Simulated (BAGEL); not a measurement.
# CH5ClGe (SMILES [CH3][GeH2][Cl]): HF/3-21G (density fitting with qzvpp-jkfit)

What is the vertical singlet–triplet gap of CH5ClGe at HF/3-21G (density fitting with qzvpp-jkfit)? 

The calculation is run with BAGEL 1.2.2.

### Step 1. Starting point

The species is CH5ClGe (8 atoms), meant as a singlet with charge 0. As SMILES, `[CH3][GeH2][Cl]`. The coordinates come from a PBE0-D4/def2-TZVP relaxation.

Bond lengths: C1–Ge2 1.940 Å, Ge2–Cl3 2.165 Å, C1–H4 1.090 Å, C1–H5 1.090 Å, C1–H6 1.092 Å, Ge2–H7 1.536 Å, Ge2–H8 1.536 Å. Some angles: C1–Ge2–Cl3 107.5°, C1–Ge2–H7 112.8°, C1–Ge2–H8 112.8°, Cl3–Ge2–H7 106.2°, Cl3–Ge2–H8 106.2°, Ge2–C1–H4 109.8°, Ge2–C1–H5 109.8°, Ge2–C1–H6 109.9°, H7–Ge2–H8 110.9°, H4–C1–H5 109.1°.

### Step 2. A single-point energy at HF/3-21G (density fitting with qzvpp-jkfit)

Input file input.json:

```json
{ "bagel" : [

{
  "title" : "molecule",
  "basis" : "3-21g",
  "df_basis" : "qzvpp-jkfit",
  "angstrom" : "true",
  "geometry" : [
    { "atom" : "C", "xyz" : [   -0.555000,    0.817400,   -0.373800 ] },
    { "atom" : "Ge", "xyz" : [    0.403000,   -0.782100,    0.161800 ] },
    { "atom" : "Cl", "xyz" : [    1.611700,   -0.270600,    1.883000 ] },
    { "atom" : "H", "xyz" : [    0.153800,    1.604500,   -0.630700 ] },
    { "atom" : "H", "xyz" : [   -1.187600,    1.161200,    0.444500 ] },
    { "atom" : "H", "xyz" : [   -1.180600,    0.603500,   -1.242400 ] },
    { "atom" : "H", "xyz" : [    1.379600,   -1.278900,   -0.914600 ] },
    { "atom" : "H", "xyz" : [   -0.532600,   -1.912100,    0.616400 ] }
  ]
},
{ "title" : "hf", "charge" : 0 },
{ "title" : "print", "file" : "orbitals.molden", "orbitals" : "true" }

]}
```

Started as:

```
$ BAGEL_NUM_THREADS=1 BAGEL input.json > input.out
```

Standard output:

```text
* using 1 threads per process

  ===============================================================
  ===============================================================

  *** Geometry ***

  { "atom" : "C", "xyz" : [     -1.048798,      1.544662,     -0.706380 ] },
  { "atom" : "Ge", "xyz" : [      0.761560,     -1.477955,      0.305758 ] },
  { "atom" : "Cl", "xyz" : [      3.045672,     -0.511360,      3.558354 ] },
  { "atom" : "H", "xyz" : [      0.290640,      3.032066,     -1.191850 ] },
  { "atom" : "H", "xyz" : [     -2.244239,      2.194350,      0.839983 ] },
  { "atom" : "H", "xyz" : [     -2.231011,      1.140450,     -2.347796 ] },
  { "atom" : "H", "xyz" : [      2.607066,     -2.416771,     -1.728344 ] },
  { "atom" : "H", "xyz" : [     -1.006468,     -3.613345,      1.164827 ] },

  Number of auxiliary basis functions:      559

  Since a DF basis is specified, we compute 2- and 3-index integrals:
    o Being stored without compression. Storage requirement is 0.013 GB

  Number of basis functions:       54
  Number of electrons      :       60

    * METHOD: MOLECULE                             0.22

  *** RHF ***

  === Nuclear Repulsion ===
   270.1214696074

      * DIIS with orbital gradients will be used.

  === RHF iteration (3-21g) ===
      0      -2563.18116261          0.01287914           0.05
      1      -2563.23662485          0.00416338           0.05
      2      -2563.24274151          0.00094688           0.05
      3      -2563.24308358          0.00011632           0.05
      4      -2563.24309116          0.00003252           0.05
      5      -2563.24309230          0.00000926           0.05
      6      -2563.24309237          0.00000176           0.05
      7      -2563.24309237          0.00000032           0.05
      8      -2563.24309237          0.00000007           0.05
      9      -2563.24309237          0.00000002           0.05
     10      -2563.24309237          0.00000001           0.07
    * SCF iteration converged.

    * Permanent dipole moment:
           (    0.899908,     0.059396,     1.148231) a.u.

    * METHOD: HF                                   0.70

    * METHOD: PRINT                                0.00

  ===============================================================
```

Run time: 1.3 s. Hardware: 1 thread of Intel Xeon 6975P-C (Granite Rapids), shared host; peak memory 0.1 GiB.

### Step 3. The triplet, same level

Input file hf.json:

```json
{ "bagel": [

{
  "title": "molecule",
  "basis": "3-21g",
  "df_basis": "qzvpp-jkfit",
  "angstrom": "true",
  "geometry": [
    { "atom": "C", "xyz": [   -0.555000,    0.817400,   -0.373800 ] },
    { "atom": "Ge", "xyz": [    0.403000,   -0.782100,    0.161800 ] },
    { "atom": "Cl", "xyz": [    1.611700,   -0.270600,    1.883000 ] },
    { "atom": "H", "xyz": [    0.153800,    1.604500,   -0.630700 ] },
    { "atom": "H", "xyz": [   -1.187600,    1.161200,    0.444500 ] },
    { "atom": "H", "xyz": [   -1.180600,    0.603500,   -1.242400 ] },
    { "atom": "H", "xyz": [    1.379600,   -1.278900,   -0.914600 ] },
    { "atom": "H", "xyz": [   -0.532600,   -1.912100,    0.616400 ] }
  ]
},
{
  "title": "uhf",
  "nopen": 2
},
{
  "title": "print",
  "file": "orbitals.molden",
  "orbitals": "true"
}

]}
```

Started as:

```
$ BAGEL_NUM_THREADS=1 BAGEL hf.json > hf.out
```

Standard output:

```text
* using 1 threads per process

  ===============================================================
  ===============================================================

  *** Geometry ***

  { "atom" : "C", "xyz" : [     -1.048798,      1.544662,     -0.706380 ] },
  { "atom" : "Ge", "xyz" : [      0.761560,     -1.477955,      0.305758 ] },
  { "atom" : "Cl", "xyz" : [      3.045672,     -0.511360,      3.558354 ] },
  { "atom" : "H", "xyz" : [      0.290640,      3.032066,     -1.191850 ] },
  { "atom" : "H", "xyz" : [     -2.244239,      2.194350,      0.839983 ] },
  { "atom" : "H", "xyz" : [     -2.231011,      1.140450,     -2.347796 ] },
  { "atom" : "H", "xyz" : [      2.607066,     -2.416771,     -1.728344 ] },
  { "atom" : "H", "xyz" : [     -1.006468,     -3.613345,      1.164827 ] },

  Number of auxiliary basis functions:      559

  Since a DF basis is specified, we compute 2- and 3-index integrals:
    o Being stored without compression. Storage requirement is 0.013 GB

  Number of basis functions:       54
  Number of electrons      :       60

    * METHOD: MOLECULE                             0.28

  *** Open-shell HF ***

  === Nuclear Repulsion ===
   270.1214696074

      * DIIS with orbital gradients will be used.

  === UHF iteration (3-21g) ===
      0      -2562.84090568          0.02768808           0.14
      1      -2562.92398798          0.01154419           0.14
      2      -2562.94396425          0.00572464           0.15
      3      -2562.95177466          0.00258390           0.13
      4      -2562.95853206          0.00251723           0.13
      5      -2562.96307641          0.00242776           0.12
      6      -2562.97378917          0.00346716           0.13
      7      -2562.97672344          0.00146614           0.13
      8      -2562.97742643          0.00037983           0.12
      9      -2562.97760638          0.00016055           0.12
     10      -2562.97764385          0.00009143           0.15
     11      -2562.97766476          0.00001370           0.13
     12      -2562.97766548          0.00000478           0.12
     13      -2562.97766551          0.00000250           0.12
     14      -2562.97766554          0.00000106           0.12
     15      -2562.97766554          0.00000051           0.10
     16      -2562.97766554          0.00000038           0.10
     17      -2562.97766554          0.00000031           0.10
     18      -2562.97766554          0.00000023           0.10
     19      -2562.97766554          0.00000016           0.10
     20      -2562.97766554          0.00000007           0.10
     21      -2562.97766554          0.00000006           0.10
     22      -2562.97766554          0.00000005           0.10
     23      -2562.97766554          0.00000005           0.10
     24      -2562.97766554          0.00000005           0.11
     25      -2562.97766554          0.00000005           0.10
     26      -2562.97766554          0.00000005           0.10
     27      -2562.97766554          0.00000005           0.10
     28      -2562.97766554          0.00000005           0.10
     29      -2562.97766554          0.00000004           0.10
     30      -2562.97766554          0.00000004           0.10
     31      -2562.97766554          0.00000002           0.11
     32      -2562.97766554          0.00000001           0.10
     33      -2562.97766554          0.00000001           0.10
    * SCF iteration converged.

    * S^2 (UHF) is 2.0067

    * Permanent dipole moment:
           (   -0.397549,    -0.436698,    -0.677199) a.u.

    * METHOD: UHF                                  4.08

    * METHOD: PRINT                                0.00

  ===============================================================
```

Wall time 4.8 s (1 thread of Intel Xeon 6975P-C (Granite Rapids), shared host); peak memory 0.1 GiB.

### Step 4. Results

At HF/3-21G (density fitting with qzvpp-jkfit):

| quantity | value |
| --- | --- |
| singlet: total energy | -2563.24309 Eh |
| singlet: dipole moment | 3.71 D |
| singlet: HOMO energy | -11.70 eV |
| singlet: LUMO energy | 3.31 eV |
| singlet: HOMO–LUMO gap | 15.01 eV |
| triplet: total energy | -2562.97767 Eh |
| triplet: dipole moment | 2.28 D |
| triplet: ⟨S²⟩ | 2.007 |
| vertical energy of the triplet above the singlet | 7.223 eV |

**Reading.** At this shape the triplet lies 7.22 eV (167 kcal/mol) above the singlet.
